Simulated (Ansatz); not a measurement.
# CHBe (doublet): wave-function methods side by side at distance C1–H3 = 1.742 Å, 6-31G

An exercise on one series of results from a longer session: the logs are not shown, and one member is left open.

Computed with Ansatz 0.2.0, Gaussian basis. Level: 6-31G, core rule «outside noble gas», up to 2 orbitals frozen.

Plan: UHF; CCSD(T) on ROHF; CCSD(T) on UHF; BCCD(T) on ROHF; CISD as a restricted active space (open shells left free, so some higher excitations enter); CCSDT(Q) on ROHF; CCSDT(Q) on UHF; CISDTQ; CCSDTQ on ROHF; CCSDTQ on UHF; CASSCF and MRCISD+Q, 3 electrons in 3 orbitals; CASSCF and NEVPT2, 3 electrons in 3 orbitals; CASSCF and MRCISD+Q, 7 electrons in 9 orbitals; CASSCF and MRCISD+Q(relaxed), 7 electrons in 9 orbitals; CASSCF and NEVPT2, 7 electrons in 9 orbitals; Full CI; Full CI in the symmetry of the determinant.

33 further runs of the same task are left out: 14 for a known fault of the program, 15 that didn't finish, 4 set aside as unsound or not needed. Runs told in other sessions of the task aren't counted.

## The system

The geometry derives from a PBE0/def2-TZVP stationary point (not a proven minimum). One bond is set to the value named and the two fragments are kept rigid.

3 atoms, charge 0, spin multiplicity 2.

Atoms are counted from 1 here; the program's logs count them from 0.

Bond lengths: C1–Be2 1.624 Å.

Coordinates:

```xyz
3

C     0.0000    0.0000   -0.0393
Be    0.0000    0.0000   -1.6635
H     0.0000    0.0000    1.7027
```

The first run:

Contents of in.yaml:

```yaml
crystal:
  periodic: [false, false, false]
  atoms:
    - {symbol: C, position_ang: [0.000000, 0.000000, -0.039267]}
    - {symbol: Be, position_ang: [0.000000, 0.000000, -1.663467]}
    - {symbol: H, position_ang: [0.000000, 0.000000, 1.702733]}
basis:
  gaussian: {orbitals: 6-31G}
magnetization: {spin_polarized: true, initial_magnetization: 1}
hamiltonian: {xc: hf}
output: {orbitals: {seedname: orbitals}}
```

The run is started by

```bash
$ ansatz run in.yaml --threads 1 --pin off --events-out ev --progress --plain --max-ram 2393MiB
```

Among the steps run: UHF; CCSD(T) on ROHF; CCSD(T) on UHF; BCCD(T) on ROHF; CISD as a restricted active space (open shells left free, so some higher excitations enter); CCSDT(Q) on ROHF; CCSDT(Q) on UHF; CISDTQ; CCSDTQ on ROHF; CCSDTQ on UHF; CASSCF and MRCISD+Q, 3 electrons in 3 orbitals; CASSCF and NEVPT2, 3 electrons in 3 orbitals; CASSCF and MRCISD+Q, 7 electrons in 9 orbitals; CASSCF and MRCISD+Q(relaxed), 7 electrons in 9 orbitals; CASSCF and NEVPT2, 7 electrons in 9 orbitals; Full CI; Full CI in the symmetry of the determinant.

One of the session's tables, all rows but one given; the rest of the session is left out.

```
                   method  from FCI (kcal/mol)
              CASSCF pair               +70.64
              NEVPT2 pair                    ?
              MRCISD pair                +6.05
            MRCISD+Q pair                -2.38
           CASSCF valence               +12.68
           NEVPT2 valence                +3.94
           MRCISD valence                +0.74
         MRCISD+Q valence                +0.57
MRCISD+Q(relaxed) valence                -0.02
                      FCI                    0
```

**Question.** Estimate the row for NEVPT2 pair.

The run gave: from FCI (kcal/mol): +23.51. In the column «from FCI (kcal/mol)» it lies between CASSCF valence (+12.68) and CASSCF pair (+70.64).

Left out of the table: ROHF, UHF, RMP2, UMP2, CISD, RCCSD, UCCSD, RCCSD(T), UCCSD(T), BCCD(T), RCCSDT, UCCSDT, CISDTQ, RCCSDT(Q), UCCSDT(Q), RCCSDTQ, UCCSDTQ (another determinant or state than the rows shown). UCCSDT(Q) lies 0.32 eV below the table's zero, so the state tabled may not be the lowest.

Limits of these values: The determinant of HF (⟨S²⟩ 2.22) is far from a pure spin state, so its energy mixes those of several spin states; that is harmless only where they are near-degenerate. The determinant of CCSD(T) (⟨S²⟩ 2.22) is far from a pure spin state, so its energy mixes those of several spin states; high orders of coupled cluster remove much of that, low ones don't. The determinant of CCSDT(Q) (⟨S²⟩ 2.22) is far from a pure spin state, so its energy mixes those of several spin states; high orders of coupled cluster remove much of that, low ones don't. The determinant of CCSDTQ (⟨S²⟩ 2.22) is far from a pure spin state, so its energy mixes those of several spin states; high orders of coupled cluster remove much of that, low ones don't. MRCISD+Q pair falls below full CI: the +Q correction isn't variational, and the cores differ from full CI's.
